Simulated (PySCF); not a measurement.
**Er(P5)I2: other functionals and bases at one geometry**

How far do other levels of theory move the description of Er(P5)I2, and what does each cost? It is a constructed species; whether it can be made isn't addressed.

Computed with PySCF 2.14.0. Level: several levels, as the steps say, no spin–orbit coupling.

6 further runs of the same task are left out: 2 for a known fault of the program, 3 that didn't finish, 1 set aside as unsound or not needed.

## (1) Where the work starts

8 atoms, charge 0, spin multiplicity 1.

Bond lengths: Er1–P2 3.074 Å, Er1–P3 3.059 Å, Er1–P4 3.064 Å, Er1–P5 3.064 Å, Er1–P6 3.059 Å, Er1–I7 2.819 Å, Er1–I8 2.818 Å, P2–P3 2.136 Å, P2–P6 2.136 Å, P3–P4 2.134 Å, P4–P5 2.136 Å, P5–P6 2.134 Å. Angles: P2–Er1–P3 40.8°, P2–Er1–P4 68.8°, P2–Er1–P5 68.8°, P2–Er1–P6 40.8°, P2–Er1–I7 85.6°, P2–Er1–I8 160.0°, P3–Er1–P4 40.8°, P3–Er1–P5 68.6°, P3–Er1–P6 68.4°, P3–Er1–I7 105.9°, P3–Er1–I8 126.7°, P4–Er1–P5 40.8°, P4–Er1–P6 68.6°, P4–Er1–I7 146.6°, P4–Er1–I8 92.5°, P5–Er1–P6 40.8°, P5–Er1–I7 146.6°, P5–Er1–I8 92.5° and more.

Geometry (Å):

```
Er   -0.0111    0.0000    0.0040
P     1.8301    0.0000    2.4651
P     0.5618    1.7187    2.4693
P    -1.4704    1.0681    2.4777
P    -1.4704   -1.0681    2.4777
P     0.5618   -1.7187    2.4693
I     2.3676    0.0000   -1.5084
I    -2.3694    0.0000   -1.5388
```

Formal oxidation states: Er +3. Each metal's 11 4f electrons lie in its core potential, so multiplicities, spins and levels count the valence alone. An earlier session relaxed this geometry at r2SCAN, Er lcecp-1-SVP with ECP57, P def2-SVP, I def2-SVP with ECP28 (singlet, point group Cs).

At r2SCAN on the finer grid: E = -2340.282545 Eh, HOMO -6.65 eV, LUMO -4.60 eV, Mulliken charge on Er1 +0.78 e, largest force component 0.017 eV/Å. 

Levels to run: M06-L; B3LYP; HF; TPSS. Hardware: 4 threads of Intel Xeon Platinum 8488C (Sapphire Rapids), shared host.

## (2) M06-L

run.py (the lines that set the calculation) reads:

```python
mol = gto.M(atom='''
Er    -0.01112     0.00000     0.00400
P      1.83015     0.00000     2.46510
P      0.56179     1.71865     2.46926
P     -1.47041     1.06807     2.47770
P     -1.47041    -1.06807     2.47770
P      0.56179    -1.71865     2.46926
I      2.36760     0.00000    -1.50836
I     -2.36938     0.00000    -1.53879''',
    basis={'Er': 'lcecp-1-SVP', 'P': 'def2-SVP', 'I': 'def2-SVP'},
    ecp={'Er': 'lcecp-1-SVP', 'I': 'def2-SVP'},
    charge=0, spin=0)
mf = dft.RKS(mol, xc='M06L')
mf.grids.atom_grid = (75, 302)  # f atoms: unpruned, at least (60, 302)
mf = mf.density_fit()  # fitting sets: Er AutoAux, P def2-universal-JKFIT, I def2-universal-JKFIT
mf.conv_tol = 1e-08; mf.max_cycle = 55
mf.kernel(dm0)  # dm0: the density of the relaxed state
```

Launch:

```
OMP_NUM_THREADS=4 python run.py
```

## (3) B3LYP

Edit run.py (the lines that set the calculation) of step 2 so:

```diff
@@ -12,3 +12,3 @@
     charge=0, spin=0)
-mf = dft.RKS(mol, xc='M06L')
+mf = dft.RKS(mol, xc='B3LYP')
 mf.grids.atom_grid = (75, 302)  # f atoms: unpruned, at least (60, 302)
```

## (4) HF

Edit run.py (the lines that set the calculation) of step 3 so:

```diff
@@ -12,4 +12,3 @@
     charge=0, spin=0)
-mf = dft.RKS(mol, xc='B3LYP')
-mf.grids.atom_grid = (75, 302)  # f atoms: unpruned, at least (60, 302)
+mf = scf.RHF(mol)
 mf = mf.density_fit()  # fitting sets: Er AutoAux, P def2-universal-JKFIT, I def2-universal-JKFIT
```

## (5) TPSS

Edit run.py (the lines that set the calculation) of step 4 so:

```diff
@@ -12,3 +12,4 @@
     charge=0, spin=0)
-mf = scf.RHF(mol)
+mf = dft.RKS(mol, xc='TPSS')
+mf.grids.atom_grid = (75, 302)  # f atoms: unpruned, at least (60, 302)
 mf = mf.density_fit()  # fitting sets: Er AutoAux, P def2-universal-JKFIT, I def2-universal-JKFIT
```

Q: Predict the outcome of this session. Wanted: for each run, HOMO; gap; charge on Er1; dipole; largest force component.

**Answer**, as computed:

| level | state | HOMO (eV) | gap (eV) | charge on Er1 (e) | dipole (D) | largest force component (eV/Å) | basis functions | time |
| --- | --- | --- | --- | --- | --- | --- | --- | --- |
| r2SCAN (relaxed here) | singlet | -6.65 | 2.05 | 0.78 | 2.46 | 0.02 | 175 | 80 s |
| M06-L | singlet | -6.44 | 1.91 | 0.89 | 1.81 | 0.38 | 175 | 18 s |
| B3LYP | singlet | -7.01 | 3.03 | 0.61 | 2.91 | 0.17 | 175 | 15 s |
| HF | singlet | -9.39 | 8.06 | 1.10 | 4.18 | 0.58 | 175 | 10 s |
| TPSS | singlet | -6.44 | 1.94 | 0.72 | 2.37 | 0.20 | 175 | 17 s |

Times are on 4 threads of Intel Xeon Platinum 8488C (Sapphire Rapids), shared host; the first row also made further properties.

In one basis the HOMO–LUMO gap runs from 1.91 eV (M06-L) to 8.06 eV (HF). The largest leftover force, 0.58 eV/Å with HF, stands at a geometry relaxed at another level. The Mulliken charge on Er spans +0.61 to +1.10 e over the levels. With 4f in the core, its levels are missing from HOMO and gap, and its count is fixed, so no charge can pass from the ligands into it. Total energies of different levels can't be compared. Spin–orbit coupling is left out throughout.
